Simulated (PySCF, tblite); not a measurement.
# C₆H₄N radical: geometry, infrared bands and EPR parameters

What infrared bands and EPR parameters should C₆H₄N radical (`C=[C]CC#CC#N`) show?

Computed with tblite 0.8.0 and PySCF 2.14.0, with density-fitted response routines of our own, on a single molecule in the gas phase. Atoms are numbered from 0 throughout.

## (1) Starting geometry

11 atoms, charge 0, multiplicity 2; geometry from: force field or distance geometry start.

Bonds of the start (Å): C0–C1 1.30, C1–C2 1.47, C2–C3 1.45, C3–C4 1.21, C4–C5 1.54, C5–N6 1.16, C0–H7 1.09, C0–H8 1.09, C2–H9 1.10, C2–H10 1.10.

## (2) Optimising the geometry with GFN2-xTB

What the job is given:

```
{"job": {"kind": "relax", "xc": "GFN2-xTB", "basis": "xTB"}, "charge": 0, "multiplicity": 2}
C     -2.040500    -0.032500     1.498800
C     -1.327900     0.183100     0.432300
C     -0.490900     0.409400    -0.751000
C      0.778600    -0.297700    -0.721100
C      1.824800    -0.895700    -0.668700
C      3.164400    -1.652500    -0.628500
N      4.181000    -2.217100    -0.595000
H     -3.015500     0.442300     1.610600
H     -1.689500    -0.678500     2.296800
H     -1.065000     0.105200    -1.640300
H     -0.314100     1.485900    -0.859900
```

On the command line:

```bash
$ OMP_NUM_THREADS=1 python probes_run.py task.json out
```

One launch serves the whole session: the jobs run in the order shown.

**Question.** This job is followed by: GFN2-xTB harmonic vibrations, gas phase; UKS B3LYP, pcH-1 on C H N, non-relativistic, mean-field spin-orbit, GIAO. Predict these results of the whole session: strongest single infrared mode (GFN2-xTB); zero-point energy (GFN2-xTB); g(iso) (B3LYP); ⟨S²⟩; largest a(iso) (averaged by class); potential on the surface of density 0.002 e/bohr³, 1st and 99th percentile.

The runs gave:

| quantity | value |
| --- | --- |
| strongest single infrared mode (GFN2-xTB) | 2345 cm⁻¹, 558 km/mol |
| zero-point energy (GFN2-xTB) | 45.3 kcal/mol |
| g(iso) (B3LYP) | 2.00219 |
| ⟨S²⟩ | 0.759 (exact 0.75) |
| largest a(iso) (averaged by class) | 13C on C1, 271.4 MHz |
| potential on the surface of density 0.002 e/bohr³, 1st and 99th percentile | -1.64 V and 1.53 V |

In words: Over 58 steps the energy fell by 0.761 eV; of the close pairs, C4–C5 changed most, 1.539 to 1.359 Å. No mode is imaginary among the 27: a minimum at this level. The strongest single mode, at 2345 cm⁻¹, moves mainly C5 and N6. Unscaled tight-binding wavenumbers are off by several per cent, some by more. Its intensities can rank the bands wrongly. C1 carries the largest spin population, 0.98 e. The isotropic g lies 0.1 ppt below the free-electron value. The conformer search found further structures of the same energy, which may be mirror or relabelled copies of this one.
